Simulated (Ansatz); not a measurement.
# YB26P27: the cost of one run

Method: DFT, PBE, plane-wave PAW, default files, scalar-relativistic, as far as a step names no other, in Ansatz 0.2.0.

## Step 1: The system as given

Symmetry: F-43m, No. 216, cubic system. Conventional cell: a = 13.614 Å, b = 13.614 Å, c = 13.614 Å, α = 90.00°, β = 90.00°, γ = 90.00°. Y (site symmetry -43m) has 4 P at 1.97 Å as nearest neighbours. B (site symmetry m) has 4 P at 1.97 Å as nearest neighbours. B (site symmetry 3m) is surrounded by 4 P at 1.97 Å. Around B (site symmetry 2mm) lie 4 P at 1.97 Å. Around P (site symmetry 3m) lie 1 Y at 1.97 Å and 3 B at 1.97 Å. P (site symmetry 2mm) has 4 B at 1.97 Å as nearest neighbours. P (site symmetry m) has 4 B at 1.97 Å as nearest neighbours. Only part of the 10 independent sites is listed.

Coordinates:

```
Y B P
1.0
     0.00000    6.80700    6.80700
     6.80700    0.00000    6.80700
     6.80700    6.80700    0.00000
Y B P
1 26 27
Direct
  0.00000 0.00000 0.00000
  0.00000 0.00000 0.33333
  0.00000 0.00000 0.66667
  0.00000 0.33333 0.00000
  0.00000 0.33333 0.33333
  0.00000 0.33333 0.66667
  0.00000 0.66667 0.00000
  0.00000 0.66667 0.33333
  0.00000 0.66667 0.66667
  0.33333 0.00000 0.00000
  0.33333 0.00000 0.33333
  0.33333 0.00000 0.66667
  0.33333 0.33333 0.00000
  0.33333 0.33333 0.33333
  0.33333 0.33333 0.66667
  0.33333 0.66667 0.00000
  0.33333 0.66667 0.33333
  0.33333 0.66667 0.66667
  0.66667 0.00000 0.00000
  0.66667 0.00000 0.33333
  0.66667 0.00000 0.66667
  0.66667 0.33333 0.00000
  0.66667 0.33333 0.33333
  0.66667 0.33333 0.66667
  0.66667 0.66667 0.00000
  0.66667 0.66667 0.33333
  0.66667 0.66667 0.66667
  0.08333 0.08333 0.08333
  0.08333 0.08333 0.41667
  0.08333 0.08333 0.75000
  0.08333 0.41667 0.08333
  0.08333 0.41667 0.41667
  0.08333 0.41667 0.75000
  0.08333 0.75000 0.08333
  0.08333 0.75000 0.41667
  0.08333 0.75000 0.75000
  0.41667 0.08333 0.08333
  0.41667 0.08333 0.41667
  0.41667 0.08333 0.75000
  0.41667 0.41667 0.08333
  0.41667 0.41667 0.41667
  0.41667 0.41667 0.75000
  0.41667 0.75000 0.08333
  0.41667 0.75000 0.41667
  0.41667 0.75000 0.75000
  0.75000 0.08333 0.08333
  0.75000 0.08333 0.41667
  0.75000 0.08333 0.75000
  0.75000 0.41667 0.08333
  0.75000 0.41667 0.41667
  0.75000 0.41667 0.75000
  0.75000 0.75000 0.08333
  0.75000 0.75000 0.41667
  0.75000 0.75000 0.75000
```

Atom 1 of the input is the impurity.

## Step 2: Gradients at the starting positions

File input.yaml:

```yaml
crystal:
  lattice:
    - [0.0, 6.807, 6.807]
    - [6.807, 0.0, 6.807]
    - [6.807, 6.807, 0.0]
  atoms:
    - { symbol: "Y", position: [0.0, 0.0, 0.0] }
    - { symbol: B, position: [0.0, 0.0, 0.3333333333] }
    - { symbol: B, position: [0.0, 0.0, 0.6666666667] }
    - { symbol: B, position: [0.0, 0.3333333333, 0.0] }
    - { symbol: B, position: [0.0, 0.3333333333, 0.3333333333] }
    - { symbol: B, position: [0.0, 0.3333333333, 0.6666666667] }
    - { symbol: B, position: [0.0, 0.6666666667, 0.0] }
    - { symbol: B, position: [0.0, 0.6666666667, 0.3333333333] }
    - { symbol: B, position: [0.0, 0.6666666667, 0.6666666667] }
    - { symbol: B, position: [0.3333333333, 0.0, 0.0] }
    - { symbol: B, position: [0.3333333333, 0.0, 0.3333333333] }
    - { symbol: B, position: [0.3333333333, 0.0, 0.6666666667] }
    - { symbol: B, position: [0.3333333333, 0.3333333333, 0.0] }
    - { symbol: B, position: [0.3333333333, 0.3333333333, 0.3333333333] }
    - { symbol: B, position: [0.3333333333, 0.3333333333, 0.6666666667] }
    - { symbol: B, position: [0.3333333333, 0.6666666667, 0.0] }
    - { symbol: B, position: [0.3333333333, 0.6666666667, 0.3333333333] }
    - { symbol: B, position: [0.3333333333, 0.6666666667, 0.6666666667] }
    - { symbol: B, position: [0.6666666667, 0.0, 0.0] }
    - { symbol: B, position: [0.6666666667, 0.0, 0.3333333333] }
    - { symbol: B, position: [0.6666666667, 0.0, 0.6666666667] }
    - { symbol: B, position: [0.6666666667, 0.3333333333, 0.0] }
    - { symbol: B, position: [0.6666666667, 0.3333333333, 0.3333333333] }
    - { symbol: B, position: [0.6666666667, 0.3333333333, 0.6666666667] }
    - { symbol: B, position: [0.6666666667, 0.6666666667, 0.0] }
    - { symbol: B, position: [0.6666666667, 0.6666666667, 0.3333333333] }
    - { symbol: B, position: [0.6666666667, 0.6666666667, 0.6666666667] }
    - { symbol: P, position: [0.0833333333, 0.0833333333, 0.0833333333] }
    - { symbol: P, position: [0.0833333333, 0.0833333333, 0.4166666667] }
    - { symbol: P, position: [0.0833333333, 0.0833333333, 0.75] }
    - { symbol: P, position: [0.0833333333, 0.4166666667, 0.0833333333] }
    - { symbol: P, position: [0.0833333333, 0.4166666667, 0.4166666667] }
    - { symbol: P, position: [0.0833333333, 0.4166666667, 0.75] }
    - { symbol: P, position: [0.0833333333, 0.75, 0.0833333333] }
    - { symbol: P, position: [0.0833333333, 0.75, 0.4166666667] }
    - { symbol: P, position: [0.0833333333, 0.75, 0.75] }
    - { symbol: P, position: [0.4166666667, 0.0833333333, 0.0833333333] }
    - { symbol: P, position: [0.4166666667, 0.0833333333, 0.4166666667] }
    - { symbol: P, position: [0.4166666667, 0.0833333333, 0.75] }
    - { symbol: P, position: [0.4166666667, 0.4166666667, 0.0833333333] }
    - { symbol: P, position: [0.4166666667, 0.4166666667, 0.4166666667] }
    - { symbol: P, position: [0.4166666667, 0.4166666667, 0.75] }
    - { symbol: P, position: [0.4166666667, 0.75, 0.0833333333] }
    - { symbol: P, position: [0.4166666667, 0.75, 0.4166666667] }
    - { symbol: P, position: [0.4166666667, 0.75, 0.75] }
    - { symbol: P, position: [0.75, 0.0833333333, 0.0833333333] }
    - { symbol: P, position: [0.75, 0.0833333333, 0.4166666667] }
    - { symbol: P, position: [0.75, 0.0833333333, 0.75] }
    - { symbol: P, position: [0.75, 0.4166666667, 0.0833333333] }
    - { symbol: P, position: [0.75, 0.4166666667, 0.4166666667] }
    - { symbol: P, position: [0.75, 0.4166666667, 0.75] }
    - { symbol: P, position: [0.75, 0.75, 0.0833333333] }
    - { symbol: P, position: [0.75, 0.75, 0.4166666667] }
    - { symbol: P, position: [0.75, 0.75, 0.75] }
kpoints:
  mp_grid: { grid: [3, 3, 3] }
scf:
  occupations: { method: fermi_dirac, width: 0.01 }
hamiltonian:
  xc: pbe
  pseudopotentials: { kind: paw }
output:
  forces: true
  stress: true
  populations: true
  efg: { quadrupole_moments_barn: { B: 0.04059 }, contact_densities: true }
```

The run is started by

```
ansatz run input.yaml --threads 1 --pin off --max-ram 3072MiB --backend cpu --events-out ev --progress --plain --runs-dir out
```

What time and memory should one allow on 1 thread of Arm Neoverse V1, shared host?

About 85 s, with a peak of 1.2 GiB.
